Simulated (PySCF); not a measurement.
**Mn²⁺: excitation energy in aug-cc-pVDZ**

Wanted: the excitation energy of manganese, up a ladder of methods.

The numbers are computed with PySCF 2.14.0 (unrestricted determinants in a Gaussian basis, no spin-orbit coupling in the energies), except any that are marked as measured or tabulated.

### Step 1. What is computed

* Element: manganese (Z = 25)
* Basis: aug-cc-pVDZ (7s6p4d2f, 59 functions)
* Hamiltonian: no relativity, point nucleus
* State 1: Mn²⁺: [Ar] 3d4 4s1, high-spin 6D determinant (an excited configuration)
* Needed too, but not shown: Mn²⁺ [Ar] 3d5 (6S)
* Methods: CCSD(T)
* Core shells frozen in the correlated runs: valence: [Ar] (for Mn²⁺)

The outer shells:

Mn2+ [Ar] 3d4 4s1
```
[Ar] core
3d [↑ ][↑ ][↑ ][↑ ][  ]
4s [↑ ]
```

The runs were made by one driver on top of PySCF. The scripts below sum up each run's settings (the driver also hands on starting orbitals that pick excited configurations, and frozen orbitals as a list rather than a count), and the logs come from the driver's own runs. The driver starts from symmetry-adapted Hartree-Fock orbitals, holds the occupation by maximum overlap and uses a logarithmic radial grid for functionals, so a plain start would take other cycles.

The integrals over 59 functions and the set-up took 0.8 s of CPU time.

### Step 2. Mn²⁺ [Ar] 3d4 4s1: CCSD(T) (valence)

CCSD(T) (valence):

Contents of input.py:

```python
from pyscf import gto, scf, dft, mp, cc
import basis_set_exchange as bse
mol = gto.M(atom="Mn 0 0 0", charge=2, spin=5, symmetry="D2h",
            basis=gto.basis.parse(bse.get_basis("aug-cc-pVDZ", elements=["Mn"], fmt="nwchem")))
mf = scf.UHF(mol)
mf.irrep_nelec = {'Ag': (5, 3), 'B1g': (1, 0), 'B2g': (1, 0), 'B3g': (1, 0), 'B1u': (2, 2), 'B2u': (2, 2), 'B3u': (2, 2)}
mf.kernel()
mycc = cc.CCSD(mf, frozen=9).run()
mycc.ccsd_t()
```

**Question.** What will these runs give?

**Answer**, as computed:

```
                              quantity                                  value
excitation energy, Mn²⁺ → [Ar] 3d4 4s1  UHF 7.857, CCSD(T) (valence) 8.344 eV
```

Each level's miss (mean over 1 difference):

```csv
method,mean absolute miss against CCSD(T) (valence) (eV)
UHF,0.487
MP2 (valence),0.010
SCS-MP2 (valence),0.328
CCSD (valence),0.005
CCSD(T) (valence),0.000
```

The methods span 0.487 eV, from UHF (7.857) to CCSD(T) (valence) (8.344). No reference value is at hand in this session. The basis is finite, and no extrapolation was made.
